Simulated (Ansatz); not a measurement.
# SnO: the cost of one run

Method: reference: DFT, HSE06, plane waves, PAW, in Ansatz 0.2.0.

4 further runs of the same task are left out: 4 that didn't finish.

## Step 1: Starting point

It takes space group Pm-3m (No. 221, cubic). The conventional cell has a = 3.103 Å, b = 3.103 Å, c = 3.103 Å, α = 90.00°, β = 90.00°, γ = 90.00°. Sn (site symmetry m-3m) has 8 O at 2.69 Å as nearest neighbours. Around O (site symmetry m-3m) lie 8 Sn at 2.69 Å.

Coordinates:

```
Sn O
1.0
     3.10341    0.00000    0.00000
     0.00000    3.10341    0.00000
     0.00000    0.00000    3.10341
Sn O
1 1
Direct
  0.00000 0.00000 0.00000
  0.50000 0.50000 0.50000
```

## Step 2: Baseline

The input, input.yaml:

```yaml
crystal:
  lattice:
    - [3.1034067823, 0.0, 0.0]
    - [0.0, 3.1034067823, 0.0]
    - [0.0, 0.0, 3.1034067823]
  atoms:
    - { symbol: Sn, position: [0.0, 0.0, 0.0] }
    - { symbol: O, position: [0.5, 0.5, 0.5] }
kpoints:
  mp_grid: { grid: [4, 4, 4] }
hamiltonian:
  xc: hse06
scf:
  occupations: { method: fixed }
  n_extra_bands: 4
output:
  forces: true
  stress: true
  eigenvalues: true
```

Run with:

```
$ ansatz run input.yaml --threads 4 --pin off --max-ram 3686MiB --backend cpu --events-out ev --progress --plain --runs-dir out
```

What time and memory should one allow on 4 threads of an x86-64 CPU, shared host?

About 17 s, with a peak of 0.56 GiB.
